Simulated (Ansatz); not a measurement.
**BrH₃OSSi: basis-set convergence**

How large a basis does BrH₃OSSi need? Two functionals are run in growing sets.

Program: Ansatz 0.2.0, Gaussian basis. Level of theory: one geometry, several basis sets. These are calculated values, not measurements.

Levels to be run: PBE0-D4/def2-SVP; ωB97M-V/def2-SVP; PBE0-D4/def2-QZVPP; ωB97M-V/def2-QZVPP; the functionals' def2-TZVPP values are taken from earlier runs.

**1. The geometry**

An earlier PBE0-D4 in a triple-zeta def2 set relaxation fixed the geometry.

SMILES `O[SiH](S)Br`, 7 atoms, charge 0, spin multiplicity 1.

Atoms are counted from 1 here; the program's logs count them from 0.

Bond lengths: O1–Si2 1.628 Å, O1–H5 0.960 Å, Si2–S3 2.127 Å, Si2–Br4 2.224 Å, Si2–H6 1.472 Å, S3–H7 1.343 Å. Angles: Si2–O1–H5 118.0°, O1–Si2–S3 108.5°, O1–Si2–Br4 112.4°, O1–Si2–H6 105.9°, S3–Si2–Br4 108.8°, S3–Si2–H6 114.2°, Br4–Si2–H6 107.1°, Si2–S3–H7 94.0°.

**2. PBE0-D4 in def2-SVP**

File in.yaml:

```yaml
crystal:
  periodic: [false, false, false]
  atoms:
    - {symbol: O, position_ang: [0.036737, 1.647764, -0.362105]}
    - {symbol: Si, position_ang: [0.189629, 0.185490, 0.338029]}
    - {symbol: S, position_ang: [0.702435, -1.232652, -1.162080]}
    - {symbol: Br, position_ang: [-1.683718, -0.475636, 1.337252]}
    - {symbol: H, position_ang: [-0.574775, 1.733131, -1.096793]}
    - {symbol: H, position_ang: [1.207194, 0.346536, 1.389357]}
    - {symbol: H, position_ang: [0.183797, -2.272632, -0.489261]}
basis:
  gaussian: {orbitals: def2-SVP}
hamiltonian: {xc: pbe0, dispersion: d4}
output: {orbitals: {seedname: orbitals}}
```

The run is started by

```console
$ ansatz run in.yaml --threads 4 --pin off --events-out ev --progress --plain --max-ram 10444MiB
```

After this run come: ωB97M-V in def2-SVP; PBE0-D4 in def2-QZVPP; ωB97M-V in def2-QZVPP.

Q: Predict the results of all the runs planned. Wanted: PBE0-D4: double and triple zeta above quadruple; ωB97M-V: double and triple zeta above quadruple.

As calculated:

| quantity | value |
| --- | --- |
| PBE0-D4: double and triple zeta above quadruple | 20.08, 2.16 eV |
| ωB97M-V: double and triple zeta above quadruple | 19.99, 2.07 eV |

For PBE0-D4 the step from double to triple zeta gains 17.92 eV and the next only 2.16 eV. These are total energies; as a rule much of such shifts cancels in differences, which this series doesn't test. The LUMO of ωB97M-V is positive and keeps falling with the basis (2.01 to 1.26 eV): an unbound level that the basis holds in place.
